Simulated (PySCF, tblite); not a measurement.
# C5H8OSi: geometry, infrared bands and NMR shifts

Aim: predict the infrared bands and NMR shifts of C5H8OSi (`C[SiH2]CC#CC=O`).

Programs: tblite 0.8.0 and PySCF 2.14.0, with density-fitted response routines of our own. Each step states its level of theory. These are calculated values for one molecule in the gas phase, unless marked as measured. Atoms count from 0, in the outputs and in this text.

**1. The starting structure**

15 atoms, charge 0, multiplicity 1; geometry from: force field or distance geometry start.

Bonds of the start (Å): C0–Si1 1.84, Si1–C2 1.88, C2–C3 1.46, C3–C4 1.21, C4–C5 1.44, C5–O6 1.22, C0–H7 1.10, C0–H8 1.10, C0–H9 1.09, Si1–H10 1.50, Si1–H11 1.48, C2–H12 1.09, C2–H13 1.10, C5–H14 1.10.

**2. Relaxing the molecule with GFN2-xTB**

What the job is given:

```
{"job": {"kind": "relax", "xc": "GFN2-xTB", "basis": "xTB"}, "charge": 0, "multiplicity": 1}
C     -2.044000     0.805800     0.495300
Si    -1.547300    -0.874400    -0.077500
C     -0.007200    -0.832400    -1.148000
C      1.171700    -0.257900    -0.500600
C      2.141500     0.202000     0.048500
C      3.297900     0.769900     0.680600
O      3.220000     1.806600     1.328100
H     -2.248600     1.469300    -0.351800
H     -2.956400     0.757400     1.105000
H     -1.275300     1.276400     1.106200
H     -1.301900    -1.753300     1.109600
H     -2.660800    -1.495400    -0.834900
H      0.202700    -1.845600    -1.479000
H     -0.237300    -0.244200    -2.052700
H      4.240700     0.223800     0.549200
```

The run is started by

```
> OMP_NUM_THREADS=1 python probes_run.py task.json out
```

The driver reads the jobs from task.json and runs them one after another.

**Question.** This job is followed by: GFN2-xTB harmonic vibrations, gas phase; GIAO PBE0/pcSseg-1 NMR shielding, non-relativistic, gas phase. What will the session give for the following? strongest single infrared mode (GFN2-xTB); zero-point energy (GFN2-xTB); 13C shifts against TMS (PBE0/pcSseg-1); 1H shifts against TMS (PBE0/pcSseg-1, means over atoms taken as alike); 29Si shifts against TMS (PBE0/pcSseg-1); 17O shifts against H2O (PBE0/pcSseg-1).

As calculated:

| quantity | value |
| --- | --- |
| strongest single infrared mode (GFN2-xTB) | 2315 cm⁻¹, 538 km/mol |
| zero-point energy (GFN2-xTB) | 67.3 kcal/mol |
| 13C shifts against TMS (PBE0/pcSseg-1) | 180.6, 107.6, 87.6, 5.3, -8.0 ppm |
| 1H shifts against TMS (PBE0/pcSseg-1, means over atoms taken as alike) | 9.48, 4.33, 1.99, 0.41 ppm |
| 29Si shifts against TMS (PBE0/pcSseg-1) | -38.2 ppm |
| 17O shifts against H2O (PBE0/pcSseg-1) | 727.9 ppm |

What this shows: The optimisation took 90 steps and gained 0.169 eV; among the close pairs (by a distance rule), Si1–C2 changed most, from 1.876 to 1.929 Å. All 39 modes are real, so the xTB geometry is a minimum. The strongest single mode, at 2315 cm⁻¹, moves mainly C3 and C4. Unscaled tight-binding wavenumbers are off by several per cent, some by more. Its intensities can rank the bands wrongly. C5 (aldehyde carbonyl carbon) lies farthest downfield among carbon, at 180.6 ppm; low-lying n→π* states of the double bond to the heteroatom give a large paramagnetic term (-244 ppm). The most deshielded hydrogen is H14 (hydrogen on an aldehyde carbonyl carbon), at 9.48 ppm: the formyl region, downfield of aromatic protons. At PBE0/pcSseg-1: The widest tensor belongs to O6: span 1484 ppm, with a paramagnetic part of -792 ppm.
